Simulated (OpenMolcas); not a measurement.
**Hf²⁺ among point charges: CASSCF levels and susceptibility**

How does a field of 6 point charges split the states of Hf²⁺, and what χT follows?

Method: state-averaged CASSCF, spin-orbit coupling by RASSI with atomic mean-field integrals. Code: OpenMolcas 26.06.

1 further run of the same task is left out (it didn't finish).

## Step 1: What is computed

| Quantity | Value |
| --- | --- |
| Species | Hf²⁺ (hafnium, Z = 72, 70 electrons) |
| Basis | ANO-RCC-VTZP [8s7p5d3f2g1h], 104 functions |
| Scalar Hamiltonian | DKH2, point nucleus |
| Inactive shells | 1s 2s 2p 3s 3p 3d 4s 4p 4d 4f 5s 5p |
| Active space | 2 electrons in 5 orbitals (5d) |
| Some configurations of this space | 5d² |
| Orbitals | optimised for each spin and parity, averaged over all roots |

Outer shells as boxes (Hund's rule):

5d2
```
5d [↑ ][↑ ][  ][  ][  ]
```

The ion sits among 6 point charges of -1 e arranged as a trigonal prism (D3h), 1.85 Å from the ion, with a polar angle of 51.1° against the regular 49.1°. The active orbitals were held to one l.

Each step is its own input file, run in one work folder so that later steps find the files of earlier ones. Labels, J, g values, rates, χT and fits are worked out afterwards by a script from the matrices that RASSI stores.

## Step 2: GATEWAY and SEWARD: basis and integrals

a.inp reads:

```
&GATEWAY
Coord
1

Hf 0.0 0.0 0.0
Basis=ANO-RCC-VTZP
Group=NoSym
NoMove
AngMom=0.0 0.0 0.0
AMFI
XField
6 Angstrom 0
1.439020 0.000000 1.162636 -1.000000
-0.719510 1.246228 1.162636 -1.000000
-0.719510 -1.246228 1.162636 -1.000000
1.439020 0.000000 -1.162636 -1.000000
-0.719510 1.246228 -1.162636 -1.000000
-0.719510 -1.246228 -1.162636 -1.000000
&SEWARD
```

## Step 3: Reference wave functions, triplets, 10 roots

a.inp reads:

```
&RASSCF
FileOrb=start.orb
Symmetry=1
Spin=3
nActEl=2 0 0
Inactive=34
Ras2=5
CIRoot=10 10 1
SDav=10
CIMx=300
Iter=120 100
PrWF=0.3
OrbListing=Nothing
MaxOrb=0
SupSym
1
25 10 11 12 13 14 19 20 21 22 23 35 36 37 38 39 52 53 54 55 56 57 58 59
60 61
>>> COPY $Project.JobIph JOB001
```

start.orb holds the contracted functions of the basis, ordered by shell, or the orbitals of the step before.

## Step 4: CASSCF: singlets, 15 roots

a.inp reads:

```
&RASSCF
FileOrb=start.orb
Symmetry=1
Spin=1
nActEl=2 0 0
Inactive=34
Ras2=5
CIRoot=15 15 1
SDav=15
CIMx=300
Iter=120 100
PrWF=0.3
OrbListing=Nothing
MaxOrb=0
SupSym
1
25 10 11 12 13 14 19 20 21 22 23 35 36 37 38 39 52 53 54 55 56 57 58 59
60 61
>>> COPY $Project.JobIph JOB002
```

## Step 5: RASSI: spin-orbit coupling between the states

a.inp reads:

```
&RASSI
NrOfJobIphs=2 10 15
1 2 3 4 5 6 7 8 9 10
1 2 3 4 5 6 7 8 9 10 11 12 13 14 15
IphNames
JOB001
JOB002
EJob
SpinOrbit
DIPRint=1.0
SOCoupling=1000.0
Subsets=2
Property=9
'ANGMOM' 1 'ANGMOM' 2 'ANGMOM' 3 'MLTPL  1' 1 'MLTPL  1' 2 'MLTPL  1' 3
'AMFI' 1 'AMFI' 2 'AMFI' 3
SOProperty=3
'ANGMOM' 1 'ANGMOM' 2 'ANGMOM' 3
```

What does the calculation give? Wanted: spin-free ground state; first state of the same spin within the active space; lowest level; next level.

**Answer**, as computed:

| quantity | value |
| --- | --- |
| method | CASSCF |
| spin-free ground state | 3E, 2-fold in its orbital part |
| first state of the same spin within the active space | 3A2 at 6880 cm⁻¹ |
| lowest level | 2-fold E, g = 0.00, 0.00, 0.01 |
| next level | 895.4 cm⁻¹ |
| χT at 300 K | 0.19 cm³ K/mol |
| effective moment at 300 K | 1.24 μB |

What this shows: The spin-free ground state (3E) comes to 100 % from free-ion F terms and keeps the highest spin of the shell. χT at 300 K is 0.19, against 1.00 cm³ K/mol for the spin alone, so spin-orbit coupling lowers it. The field of point charges can differ much from that of real complexes. Point charges carry no covalency, so the field is a model and not that of real ligands.
